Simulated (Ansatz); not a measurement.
# LaF5: the cost of one run

Program: Ansatz 0.2.0. Level of theory: DFT PBE, scalar-relativistic, plane waves, PAW. These are calculated values, not measurements.

## 1. Starting point

The structure is cubic, space group F-43m (No. 216). Conventional cell: a = 7.017 Å, b = 7.017 Å, c = 7.017 Å, α = 90.00°, β = 90.00°, γ = 90.00°. Around La (site symmetry -43m) lie 16 F at 2.91 to 3.04 Å. F (site symmetry 3m) is surrounded by 9 F at 2.48 to 2.91 Å and 3 La at 2.91 Å. F (site symmetry -43m) has 12 F at 2.91 Å and 4 La at 3.04 Å as nearest neighbours.

Structure file:

```cif
data_structure
_symmetry_space_group_name_H-M 'F-43m'
_symmetry_Int_Tables_number 216
_cell_length_a 7.0165
_cell_length_b 7.0165
_cell_length_c 7.0165
_cell_angle_alpha 90.000
_cell_angle_beta 90.000
_cell_angle_gamma 90.000
_cell_volume 345.44
loop_
_atom_site_label
_atom_site_type_symbol
_atom_site_symmetry_multiplicity
_atom_site_Wyckoff_symbol
_atom_site_fract_x
_atom_site_fract_y
_atom_site_fract_z
_atom_site_occupancy
La1 La 4 a 0.00000 0.00000 0.00000 1
F1 F 16 e 0.62500 0.12500 0.87500 1
F2 F 4 d 0.25000 0.25000 0.75000 1
```

A structure generator made this guess: species swapped into a database cell of ErCu5 (F-43m, No. 216), with La on the Er sites and F on the Cu sites. Its size is a rough estimate.

## 2. Probe: one point on a coarse mesh

Contents of input.yaml:

```yaml
crystal:
  lattice:
    - [0.0, 3.50826814, 3.50826814]
    - [3.50826814, 0.0, 3.50826814]
    - [3.50826814, 3.50826814, 0.0]
  atoms:
    - { symbol: La, position: [0.0, 0.0, 0.0] }
    - { symbol: F, position: [0.125, 0.625, 0.625] }
    - { symbol: F, position: [0.625, 0.625, 0.625] }
    - { symbol: F, position: [0.625, 0.125, 0.625] }
    - { symbol: F, position: [0.625, 0.625, 0.125] }
    - { symbol: F, position: [0.25, 0.25, 0.25] }
basis:
  ecutwfc: 420
kpoints:
  mp_grid: { grid: [4, 4, 4] }
hamiltonian:
  xc: pbe
scf:
  occupations: { method: gaussian, width: 0.1 }
  lower_state_search: "off"
output:
  forces: true
  stress: true
  eigenvalues: true
```

The run is started by

```console
> ansatz run input.yaml --threads 1 --pin off --max-ram 2560MiB --backend cpu --events-out ev --progress --plain --runs-dir out
```

Q: Estimate wall time and peak memory on 1 thread of Intel Xeon at 2.50GHz (Skylake/Cascade Lake), shared host.

About 4.2 s, with a peak of 0.34 GiB.
